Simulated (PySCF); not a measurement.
# Cl₂CrH₈O₄+: ligand-field states, part 2 of 2

PySCF 2.14.0. Atoms count from 0. The steps go on from the part before.

## 5. Ligand-field states: state-averaged CASSCF (avg hs)

What the job is given:

```
{"job": {"kind": "lf", "basis": {"metal": "x2c-TZVPall", "ligand": "x2c-SVPall"}, "nevpt": true, "avg": "hs"}, "charge": 1, "metal": "Cr", "open_shell": "d3"}
Cr     0.000000     0.000000     0.000000
Cl     2.217699    -0.169878    -0.000381
O     -2.054064    -0.080397     0.007096
H     -2.567809     0.739256    -0.015036
H     -2.629503    -0.854593    -0.045086
Cl    -0.270400     2.200161     0.008556
O     -0.177651    -2.089511     0.005783
H      0.198649    -2.513550     0.792065
H      0.242345    -2.526295    -0.750745
O      0.057765    -0.045620     2.028602
H      0.996883     0.056022     2.268886
H     -0.393208     0.731205     2.399718
O      0.065050    -0.047806    -2.026126
H      1.007867     0.030311    -2.261232
H     -0.368668     0.731322    -2.412026
```

With the program's defaults for keys left out, this is: state-averaged CASSCF of the metal d shell, SC-NEVPT2 on the averaged canonical orbitals, state-interaction spin-orbit coupling.

Output:

```text
basis functions 180, electrons 97, active (3e, 5o)
stage 1: DIIS on the effective Fock matrix, level shift 0.30
cycle   1  E = -2274.7130529172  dE = -2.275e+03  max|g| = 3.510e-01
cycle   2  E = -2274.9424282500  dE = -2.294e-01  max|g| = 3.242e-01
cycle   3  E = -2272.6635653154  dE =  2.279e+00  max|g| = 1.935e+00
cycle   4  E = -2271.7782757752  dE =  8.853e-01  max|g| = 1.851e+00
cycle   5  E = -2269.8836083329  dE =  1.895e+00  max|g| = 2.462e+00
cycle   6  E = -2267.6884385346  dE =  2.195e+00  max|g| = 2.946e+00
cycle   7  E = -2265.9024174152  dE =  1.786e+00  max|g| = 3.101e+00
cycle   8  E = -2264.4095808553  dE =  1.493e+00  max|g| = 2.864e+00
cycle   9  E = -2263.2128292067  dE =  1.197e+00  max|g| = 2.950e+00
cycle  10  E = -2262.9038139537  dE =  3.090e-01  max|g| = 2.624e+00
cycle  11  E = -2262.8209518167  dE =  8.286e-02  max|g| = 2.553e+00
cycle  12  E = -2262.9433204361  dE = -1.224e-01  max|g| = 2.420e+00
cycle  13  E = -2267.8487877350  dE = -4.905e+00  max|g| = 1.507e+00
cycle  14  E = -2270.2245214773  dE = -2.376e+00  max|g| = 8.582e-01
cycle  15  E = -2271.3013017091  dE = -1.077e+00  max|g| = 2.471e-01
stage 2: quasi-Newton rotations from the point of smallest gradient
cycle  17  E = -2271.5466122692  dE = -2.453e-01  max|g| = 4.748e-01
cycle  18  E = -2272.0502931560  dE = -5.037e-01  max|g| = 5.609e-01
cycle  20  E = -2272.8679662474  dE = -8.177e-01  max|g| = 4.482e-01
cycle  21  E = -2273.3798423603  dE = -5.119e-01  max|g| = 4.575e-01
cycle  23  E = -2273.9923288900  dE = -6.125e-01  max|g| = 2.636e-01
cycle  24  E = -2274.3172992767  dE = -3.250e-01  max|g| = 2.114e-01
cycle  26  E = -2274.5123939206  dE = -1.951e-01  max|g| = 2.074e-01
cycle  27  E = -2274.6784491447  dE = -1.661e-01  max|g| = 1.097e-01
cycle  29  E = -2274.8099775736  dE = -1.315e-01  max|g| = 1.626e-01
cycle  30  E = -2274.9148588808  dE = -1.049e-01  max|g| = 1.823e-01
cycle  32  E = -2275.0352390075  dE = -1.204e-01  max|g| = 1.300e-01
cycle  33  E = -2275.0864680620  dE = -5.123e-02  max|g| = 8.516e-02
cycle  35  E = -2275.1094170318  dE = -2.295e-02  max|g| = 4.796e-02
cycle  36  E = -2275.1162403862  dE = -6.823e-03  max|g| = 1.250e-02
cycle  37  E = -2275.1174491452  dE = -1.209e-03  max|g| = 3.972e-03
cycle  38  E = -2275.1175373609  dE = -8.822e-05  max|g| = 1.326e-03
cycle  39  E = -2275.1175487166  dE = -1.136e-05  max|g| = 4.343e-04
cycle  40  E = -2275.1175495776  dE = -8.609e-07  max|g| = 1.327e-04
cycle  41  E = -2275.1175496875  dE = -1.100e-07  max|g| = 4.059e-05
cycle  42  E = -2275.1175496983  dE = -1.072e-08  max|g| = 1.693e-05
cycle  43  E = -2275.1175496996  dE = -1.357e-09  max|g| = 4.425e-06
converged average energy = -2275.1175496996

 mult deg   label        CASSCF/cm-1   NEVPT2/cm-1
   4   1   4A2g                0.0           0.0
   4   1   4T2g            13246.2       15709.1
   4   1   4T2g            14060.1       16676.2
   4   1   4T2g            14264.0       16852.4
   2   1   2Eg             18987.3       17007.6
   2   1   2Eg             19007.3       17023.9
   2   1   2T1g            19662.4       17619.9
   2   1   2T1g            19836.0       17685.4
   2   1   2T1g            20109.8       18181.2
   4   1   4T1g            20989.6       22784.5
   4   1   4T1g            21520.6       24328.7
   2   1   2T2g            26792.6       24603.1
   2   1   2T2g            26855.1       24780.6
   2   1   2T2g            27802.5       25857.5
   4   1   4T1g            23091.5       26100.5
   2   1   2A1g            29596.9       30311.6
   2   1   2T2g            31626.8       32113.4
   2   1   2T1g            32833.2       33165.0
   2   1   2T2g            32559.5       33329.4
   2   1   2T2g            32741.0       33443.6
   2   1   2T1g            33838.8       34276.7
   2   1   2Eg             35085.6       34536.9
   2   1   2T1g            34239.9       34707.6
   4   1   4T1g            34202.7       35247.5
   2   1   2Eg             36731.5       36467.6
   4   1   4T1g            36030.8       37284.5
   4   1   4T1g            35404.6       37401.8
   2   1   2T1g            38300.6       37860.5
   2   1   2T1g            39289.6       39551.7
   2   1   2T1g            39950.0       40200.0
   2   1   2T2g            45547.8       44835.5
   2   1   2T2g            45654.9       46354.7
   2   1   2T2g            46109.0       47139.3
   2   1   2A2g            50261.1       47153.0
   2   1   2T1g            45976.2       48571.4
   2   1   2T1g            46522.5       48879.4
   2   1   2T2g            51718.3       49306.4
   2   1   2T2g            51655.5       50121.1
   2   1   2T2g            52347.5       50150.8
   2   1   2T1g            47605.9       50573.3
   2   1   2Eg             55072.9       55844.9
   2   1   2T1g            57682.9       56606.9
   2   1   2T1g            57774.9       56640.3
   2   1   2Eg             55533.9       57051.8
   2   1   2T1g            58888.2       58245.2
   2   1   2Eg             75627.9       71184.1
   2   1   2T2g            77459.3       71962.5
   2   1   2Eg             77180.8       72576.2
   2   1   2T2g            78294.5       72811.0
   2   1   2T2g            79971.2       75112.5

spin-orbit levels / cm-1
      0.00  x2  4A2g 1.00
      0.83  x2  4A2g 1.00
  15661.47  x2  4T2g 0.97
  15704.19  x2  4T2g 0.99
  16536.45  x2  4T2g 0.76 2Eg 0.21
  16644.92  x2  4T2g 0.63 4T2g 0.25 2Eg 0.11
  16699.41  x2  4T2g 0.47 4T2g 0.36 2Eg 0.16
  16852.36  x2  4T2g 0.95 4T2g 0.03
  17120.88  x2  2Eg 0.53 2Eg 0.29 4T2g 0.10
  17230.59  x2  2Eg 0.39 4T2g 0.26 2Eg 0.21
  17573.49  x2  2T1g 0.65 2T1g 0.31
  17765.49  x2  2T1g 0.65 2T1g 0.31
  18200.68  x2  2T1g 0.97
  22784.06  x2  4T1g 0.98
  22795.78  x2  4T1g 0.99
  24250.00  x2  4T1g 0.82 2T2g 0.09 2T2g 0.07
  24301.48  x2  4T1g 0.88 2T2g 0.07 2T2g 0.04
  24684.20  x2  2T2g 0.74 4T1g 0.15 2T2g 0.10
  24866.77  x2  2T2g 0.78 4T1g 0.13 2T2g 0.08
  25780.72  x2  2T2g 0.76 4T1g 0.23
  26127.56  x2  4T1g 0.99
  26222.31  x2  4T1g 0.77 2T2g 0.23
  30338.56  x2  2A1g 0.99
  32121.09  x2  2T2g 1.00
  33136.12  x2  2T1g 0.94
  33334.19  x2  2T2g 0.95 2T2g 0.04
  33462.82  x2  2T2g 0.92 2T1g 0.04 2T2g 0.04
  34234.49  x2  2T1g 0.92 4T1g 0.03
  34525.48  x2  2Eg 0.89 2T1g 0.07
  34724.06  x2  2T1g 0.90 2Eg 0.06
```

It took 19 s on 1 thread of Arm Neoverse V2, shared host; peak memory 0.6 GiB.

In short:

| quantity | value |
| --- | --- |
| spin-orbit constant ζ | 252 cm⁻¹ |

Powder susceptibility:

| T (K) | χT (cm³ K/mol) | μ(eff) |
| --- | --- | --- |
| 2 | 1.794 | 3.79 |
| 20 | 1.816 | 3.81 |
| 100 | 1.824 | 3.82 |
| 300 | 1.842 | 3.84 |

## 6. Ligand field across the series

From the NEVPT2 states (cm⁻¹; the spread is that of the fitted one-electron ligand-field levels):

| step | setting | ground state | next state | orbital spread | Racah B | ζ | μ(eff), 300 K |
| --- | --- | --- | --- | --- | --- | --- | --- |
| 3 | as given | 4F | 4F at 16031 | 15941 | 989 | 245 | 3.84 |
| 4 | basis x2c-TZVPall | 4F | 4F at 15729 | 15706 | 977 | 245 | 3.84 |
| 5 | avg hs | 4F | 4F at 15709 | 15576 | 990 | 252 | 3.84 |

## 7. Outcome

This closing draws on all 2 parts.

| quantity | value |
| --- | --- |
| rotational constants (main isotopes) | 1.35, 1.15, 1.00 GHz |
| spin-orbit constant ζ (step 3, state-averaged CASSCF) | 245 cm⁻¹ |
| ground multiplicity, μ(eff) at 300 K (step 3, 6 donors at 2.03 to 2.22 Å) | 4, 3.84 μB |
| ground multiplicity, μ(eff) at 300 K (step 4, 6 donors at 2.03 to 2.22 Å) | 4, 3.84 μB |
| ground multiplicity, μ(eff) at 300 K (step 5, 6 donors at 2.03 to 2.22 Å) | 4, 3.84 μB |

What this shows: The optimisation took 23 steps and gained 1.084 eV; among the close pairs (by a distance rule), Cr0–Cl5 changed most, from 2.336 to 2.217 Å. In step 3, χT goes from 1.80 at 2 K to 1.85 cm³ K/mol at 300 K: nearly flat, so one level governs the whole range.
